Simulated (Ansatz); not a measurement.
# BF3H2O: up Jacob's ladder to CCSD(T)

The task here is to estimate one member of a computed series from the others.

The runs use Ansatz 0.2.0, Gaussian basis; functionals in def2-TZVPP, the program's frozen cores in correlated methods.

Levels to be run: LDA (SPW92), PBE-D4, revPBE-D4, BLYP-D4, r2SCAN-D4, B97M-V, PBE0-D4, B3LYP-D4, r2SCANh-D4, r2SCAN0-D4, HSE06-D4, BHLYP-D4, CAM-B3LYP-D4, LC-ωPBE, ωB97X-V, ωB97M-V, B2PLYP, PBE-QIDH; CCSD(T)/def2-SVP; CCSD(T)/def2-TZVPP; CCSD(T)/def2-QZVPP; extrapolation to the limit; RPA on PBE.

### The relaxed structure

All runs share one geometry, relaxed beforehand with PBE0-D4 in a triple-zeta def2 set.

SMILES `[OH2+][B-](F)(F)F`, 7 atoms, charge 0, spin multiplicity 1.

Atoms are counted from 1 here; the program's logs count them from 0.

Bond lengths: O1–B2 1.774 Å, O1–H6 0.965 Å, O1–H7 0.965 Å, B2–F3 1.337 Å, B2–F4 1.352 Å, B2–F5 1.352 Å. Angles: B2–O1–H6 108.4°, B2–O1–H7 108.1°, H6–O1–H7 107.7°, O1–B2–F3 102.7°, O1–B2–F4 100.1°, O1–B2–F5 99.9°, F3–B2–F4 116.6°, F3–B2–F5 116.7°, F4–B2–F5 116.2°.

The first run:

File in.yaml:

```yaml
crystal:
  periodic: [false, false, false]
  atoms:
    - {symbol: O, position_ang: [-0.684276, 0.703358, 0.318622]}
    - {symbol: B, position_ang: [0.607239, -0.463789, -0.021729]}
    - {symbol: F, position_ang: [1.352584, -0.408435, 1.087122]}
    - {symbol: F, position_ang: [-0.127505, -1.584458, -0.201681]}
    - {symbol: F, position_ang: [1.134544, 0.090734, -1.136160]}
    - {symbol: H, position_ang: [-1.528676, 0.237087, 0.298648]}
    - {symbol: H, position_ang: [-0.692611, 1.357402, -0.390621]}
basis:
  gaussian: {orbitals: def2-TZVPP}
hamiltonian: {xc: lda}
output: {orbitals: {seedname: orbitals}}
```

On the command line:

```bash
ansatz run in.yaml --threads 2 --pin off --events-out ev --progress --plain --max-ram 32768MiB --backend cpu
```

Steps of the session up to this table: LDA; PBE-D4 (GGA); revPBE-D4 (GGA); BLYP-D4 (GGA); r2SCAN-D4 (meta-GGA); B97M-V (meta-GGA); B3LYP-D4 (hybrid); r2SCANh-D4 (hybrid); r2SCAN0-D4 (hybrid); HSE06-D4 (hybrid); BHLYP-D4 (hybrid); CAM-B3LYP-D4 (range-separated); LC-ωPBE (range-separated); ωB97X-V (range-separated); ωB97M-V (range-separated); B2PLYP (double hybrid); PBE-QIDH (double hybrid).

One of the session's tables, all rows but one given; the rest of the session is left out.

It belongs to the step «Frontier levels by functional». 

```
  functional  HOMO (eV)  gap (eV)
 LDA (SPW92)      -8.93      7.59
      PBE-D4      -8.68      7.45
   revPBE-D4      -8.58      7.42
     BLYP-D4      -8.64      7.31
   r2SCAN-D4          ?         ?
      B97M-V      -9.36      8.45
     PBE0-D4     -10.86     10.55
    B3LYP-D4     -10.55      9.79
  r2SCANh-D4     -10.02      9.84
  r2SCAN0-D4     -11.25     11.46
    HSE06-D4     -10.44      9.76
    BHLYP-D4     -13.04     13.32
CAM-B3LYP-D4     -12.46     12.87
     LC-ωPBE     -13.71     15.57
     ωB97X-V     -13.43     15.08
     ωB97M-V     -13.41     14.58
```

**Question.** Estimate the row for r2SCAN-D4.

Worked estimate for «HOMO (eV)». Against the share of exact exchange, r2SCANh-D4 (0.1, -10.02), r2SCAN0-D4 (0.25, -11.25) give a slope of -8.20 per unit share; at 0 the line stands at -9.20.

**Answer.** HOMO (eV): -9.21; gap (eV): 8.76. In «HOMO (eV)» the line misses by +0.01.
